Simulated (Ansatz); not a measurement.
# Si2W: the cost of one run

Method: DFT, PBE, plane-wave PAW, default files, scalar-relativistic, frozen cores, in Ansatz 0.2.0.

### Step 1. The system as given

It takes space group I4/mmm (No. 139, tetragonal). The conventional cell has a = 3.214 Å, b = 3.214 Å, c = 7.830 Å, α = 90.00°, β = 90.00°, γ = 90.00°. Around Si (site symmetry 4mm) lie 5 Si at 2.59 to 2.63 Å and 5 W at 2.62 Å. Around W (site symmetry 4/mmm) lie 10 Si at 2.62 Å.

As a file:

```
Si W
1.0
    -1.60690    1.60690    3.91495
     1.60690   -1.60690    3.91495
     1.60690    1.60690   -3.91495
Si W
2 1
Direct
  0.33470 0.33470 0.00000
  0.66530 0.66530 0.00000
  0.00000 0.00000 0.00000
```

The earlier run gave: no gap over 0.1 eV on the mesh, largest force 0.053 eV/Å, pressure 3.3 GPa.

Site by site (atoms counted from 1):

| site | atoms | first shell | V_zz (10²¹ V/m²) | η | C_Q (MHz) |
| --- | --- | --- | --- | --- | --- |
| Si | 1, 2 | 5 Si at 2.59–2.63 Å, 5 W at 2.62 Å | -0.89 | 0.00 | – |
| W | 3 | 10 Si at 2.62 Å | -15.00 | 0.00 | – |

V_zz is the principal component of the electric field gradient with the largest magnitude, η = (V_xx − V_yy)/V_zz and C_Q = eQV_zz/h. Nuclear quadrupole moments: year-2017 set (Pyykkö). A dash under C_Q marks elements without a common quadrupolar isotope.

### Step 2. Z stretched by -3 %, ions relaxed

input.yaml

```yaml
crystal:
  lattice:
    - [-1.6069, 1.6069, 3.7975015]
    - [1.6069, -1.6069, 3.7975015]
    - [1.6069, 1.6069, -3.7975015]
  atoms:
    - { symbol: Si, position: [0.3343886318, 0.3343886318, 0.0] }
    - { symbol: Si, position: [0.6656113682, 0.6656113682, 0.0] }
    - { symbol: W, position: [0.0, 0.0, 0.0] }
kpoints:
  mp_grid: { grid: [20, 20, 20] }
scf:
  occupations: { method: fermi_dirac, width: 0.05 }
hamiltonian:
  xc: pbe
  pseudopotentials: { kind: paw, frozen_core: stored }
output:
  forces: true
  stress: true
  populations: true
  efg: {}
relax:
  f_tol: 0.02
  max_steps: 60
```

Launch:

```sh
$ ansatz run input.yaml --threads 1 --pin off --max-ram 3072MiB --backend cpu --events-out ev --progress --plain --runs-dir out
```

**Question.** How long does this run take on 1 thread of Intel Xeon at 2.50GHz (Skylake/Cascade Lake), shared host, and how much memory does it need?

About 1.7 min, with a peak of 0.68 GiB.
